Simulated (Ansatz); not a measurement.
# AlCl2H3OSi: up Jacob's ladder to CCSD(T)

Aim: compute AlCl2H3OSi with functionals from several rungs and with coupled cluster, and see how far each lands from CCSD(T) at the basis-set limit for the atomisation energy.

Computed with Ansatz 0.2.0, Gaussian basis. Level: functionals in def2-TZVPP, the program's frozen cores in correlated methods.

Levels to be run: LDA (SPW92), PBE-D4, revPBE-D4, BLYP-D4, r2SCAN-D4, B97M-V, PBE0-D4, B3LYP-D4, r2SCANh-D4, r2SCAN0-D4, HSE06-D4, BHLYP-D4, CAM-B3LYP-D4, LC-ωPBE, ωB97X-V, ωB97M-V, B2PLYP, PBE-QIDH; CCSD(T)/def2-SVP; CCSD(T)/def2-TZVPP; MP2/def2-QZVPP; extrapolation to the limit; RPA on PBE.

### Step 1. The relaxed structure

The geometry comes from an earlier relaxation with PBE0-D4 in a triple-zeta def2 set; it is a stationary point, not always the lowest conformer.

SMILES `[SiH3][O][Al]([Cl])[Cl]`, 8 atoms, charge 0, spin multiplicity 1.

Atoms are counted from 1 here; the program's logs count them from 0.

Bond lengths: Si1–O2 1.630 Å, Si1–H6 1.485 Å, Si1–H7 1.485 Å, Si1–H8 1.485 Å, O2–Al3 1.659 Å, Al3–Cl4 2.073 Å, Al3–Cl5 2.073 Å. Angles: O2–Si1–H6 109.8°, O2–Si1–H7 109.4°, O2–Si1–H8 109.8°, H6–Si1–H7 109.3°, H6–Si1–H8 109.2°, H7–Si1–H8 109.3°, Si1–O2–Al3 179.7°, O2–Al3–Cl4 120.3°, O2–Al3–Cl5 120.3°, Cl4–Al3–Cl5 119.4°.

### Step 2. LDA

This LDA is Slater exchange with PW92 correlation.

in.yaml reads:

```yaml
crystal:
  periodic: [false, false, false]
  atoms:
    - {symbol: Si, position_ang: [0.040701, -0.861646, 1.239182]}
    - {symbol: O, position_ang: [0.013407, 0.057988, -0.106107]}
    - {symbol: Al, position_ang: [-0.022839, 0.997646, -1.472439]}
    - {symbol: Cl, position_ang: [-0.792791, 0.241625, -3.242084]}
    - {symbol: Cl, position_ang: [0.702594, 2.938709, -1.426946]}
    - {symbol: H, position_ang: [-0.074054, 0.003385, 2.441156]}
    - {symbol: H, position_ang: [1.319356, -1.615322, 1.295727]}
    - {symbol: H, position_ang: [-1.094274, -1.819484, 1.215611]}
basis:
  gaussian: {orbitals: def2-TZVPP}
hamiltonian: {xc: lda}
output: {orbitals: {seedname: orbitals}}
```

After this run come: PBE-D4 (GGA); revPBE-D4 (GGA); BLYP-D4 (GGA); r2SCAN-D4 (meta-GGA); B97M-V (meta-GGA); PBE0-D4 (hybrid); B3LYP-D4 (hybrid); r2SCANh-D4 (hybrid); r2SCAN0-D4 (hybrid); HSE06-D4 (hybrid); BHLYP-D4 (hybrid); CAM-B3LYP-D4 (range-separated); LC-ωPBE-D4 (range-separated); ωB97X-V (range-separated); ωB97M-V (range-separated); B2PLYP (double hybrid); PBE-QIDH (double hybrid); CCSD(T) in def2-SVP; CCSD(T) in def2-TZVPP; MP2 in def2-QZVPP; RPA on PBE orbitals.

Q: Predict the results of all the runs planned. Wanted: atomisation energy, CCSD(T)/CBS; farthest beyond LDA; mean size of error, GGA; mean size of error, meta-GGA; mean size of error, hybrid; mean size of error, range-separated; mean size of error, double hybrid; gap, smallest and largest; T1 diagnostic.

**Answer**, as computed:

| quantity | value |
| --- | --- |
| atomisation energy, CCSD(T)/CBS | 29.010 eV |
| functionals within 0.145 eV (0.5 %) | r2SCAN-D4, B97M-V, ωB97X-V, ωB97M-V |
| farthest beyond LDA | revPBE-D4 (-1.082 eV) |
| mean size of error, GGA | 0.754 eV |
| mean size of error, meta-GGA | 0.072 eV |
| mean size of error, hybrid | 0.573 eV |
| mean size of error, range-separated | 0.232 eV |
| mean size of error, double hybrid | 0.526 eV |
| gap, smallest and largest | 5.39 eV (LDA (SPW92)), 12.90 eV (LC-ωPBE) |
| T1 diagnostic | 0.0100 |
| triples share of the correlation energy | 3.6 % |

LDA overbinds by 2.932 eV (10 %). PBE-D4 is off by -0.425 eV. Double hybrids carry the basis error of their MP2 part in triple zeta, and no dispersion term here, so their miss is partly the set-up's. By mean error the best rung here is meta-GGA (0.072 eV) and the worst beyond LDA is GGA (0.754 eV). Misses under about 0.145 eV are within the doubt on the reference itself, which lacks core-valence correlation, relativity and higher excitations. Hartree-Fock recovers 76 % of the binding; the rest is correlation. CCSD(T) in def2-SVP is off by -2.261 eV, so the small basis spoils what the method gains. The gap grows from 5.4 to 12.9 eV across the functionals, mostly with the share of exact exchange.
